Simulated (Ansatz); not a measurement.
# SiC (zinc blende): the cost of one run

Method: DFT PBE0, scalar-relativistic, plane waves, PAW, in Ansatz 0.2.0.

**1. The starting structure**

The structure is cubic, space group F-43m (No. 216). Conventional cell: a = 4.047 Å, b = 4.047 Å, c = 4.047 Å, α = 90.00°, β = 90.00°, γ = 90.00°. Si (site symmetry -43m) has 4 C at 1.75 Å as nearest neighbours. C (site symmetry -43m) has 4 Si at 1.75 Å as nearest neighbours.

As a file:

```xyz
2
Lattice="0.0000 2.0237 2.0237 2.0237 0.0000 2.0237 2.0237 2.0237 0.0000" Properties=species:S:1:pos:R:3 pbc="T T T"
Si    0.0000    0.0000    0.0000
C     1.0119    1.0119    1.0119
```

**2. Single point: SiC (zinc blende), no spin, volume × 0.8**

File input.yaml:

```yaml
crystal:
  lattice:
    - [0.0, 2.0237327315, 2.0237327315]
    - [2.0237327315, 0.0, 2.0237327315]
    - [2.0237327315, 2.0237327315, 0.0]
  atoms:
    - { symbol: Si, position: [0.0, 0.0, 0.0] }
    - { symbol: C, position: [0.25, 0.25, 0.25] }
scf:
  occupations: { method: fixed }
output:
  forces: true
  stress: true
  eigenvalues: true
  write_density: true
  write_potential: true
  elf: true
  volumetric_format: npy
hamiltonian:
  xc: pbe0
basis:
  ecutwfc: 560
kpoints:
  mp_grid: { grid: [8, 8, 8] }
```

Launch:

```console
ansatz run input.yaml --threads 1 --pin off --max-ram 2867MiB --backend cpu --events-out ev --progress --plain --runs-dir out
```

**Question.** How long does this run take on 1 thread of Intel Xeon at 2.30GHz, shared host, and how much memory does it need?

About 43 s, with a peak of 1.3 GiB.
